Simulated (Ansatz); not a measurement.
# Cd, space group Fm-3m: a comparison of functionals at one structure

With Ansatz 0.2.0 through its Python package.

The script reads `cd.extxyz`:
```text
1
Lattice="0.0 2.21814975 2.21814975 2.21814975 0.0 2.21814975 2.21814975 2.21814975 0.0" Properties=species:S:1:pos:R:3 pbc="T T T"
Cd    0.00000000    0.00000000    0.00000000
```

The cells in order, each with its output:

**Cell 1**
```python
import warnings

import ansatz
import pandas as pd
```

**Cell 2**
```python
warnings.simplefilter('ignore', ansatz.DeckWarning)
```

**Cell 3**
```python
cell = ansatz.Crystal.from_extxyz('cd.extxyz')
```

**Cell 4**
```python
job = cell.calculation()
job = job.pseudopotentials('paw').basis(450)
job = job.kpoints(12)
job = job.occupations('cold', width=0.05).forces()
job = job.stress()
```

**Cell 5**
```python
rows = []
for value in ['lda', 'pbesol', 'blyp']:
    rep = job.functional(value).run(threads=1).report
    rows.append((value, rep['free_energy_ev'] / len(rep['lattice']['sites']), rep['n_iterations'], sum(rep['stress_gpa'][i][i] for i in range(3)) / 3, max(abs(f) for row in rep['forces_ev_ang'] for f in row), rep['n_kpoints']))
```

**Cell 6**
```python
table = pd.DataFrame(rows, columns=['functional', 'F/atom (eV)', 'iterations', 'P (GPa)', 'max component (eV/A)', 'k-points'])
table.round(5)
```
Output:
```text
  functional  F/atom (eV)  iterations  P (GPa)  max component (eV/A)  k-points
0        lda  -8117.82872           5 -4.74011                   0.0        72
1     pbesol  -8184.03317           5 -2.24507                   0.0        72
2       blyp  -8269.96164           5  7.31902                   0.0        72
```

From lowest to highest: LDA (-4.7 GPa), PBEsol (-2.2 GPa) and BLYP (7.3 GPa). At a fixed cell a lower pressure usually means a smaller equilibrium volume, so LDA prefers the smallest cell and BLYP the largest.

What to keep in mind:
- BLYP can be off by several per cent in the lattices of metals, and by several GPa in the pressure at a fixed cell.
- For a metal this k-point mesh is coarse: on a finer one energies can move by several to tens of meV an atom and pressures by half a GPa or more, differences at one mesh by less.
- Forces vanish by symmetry here and test nothing.
- Pressure is positive in compression.
- This isn't the structure that Cd takes at ambient conditions.
- Total energies of different functionals can't be compared; pressures, moments and gaps at this one structure can.
- Finished in 5.3 s on 1 thread of Arm Neoverse V1, on a shared host, peak memory 0.39 GiB.
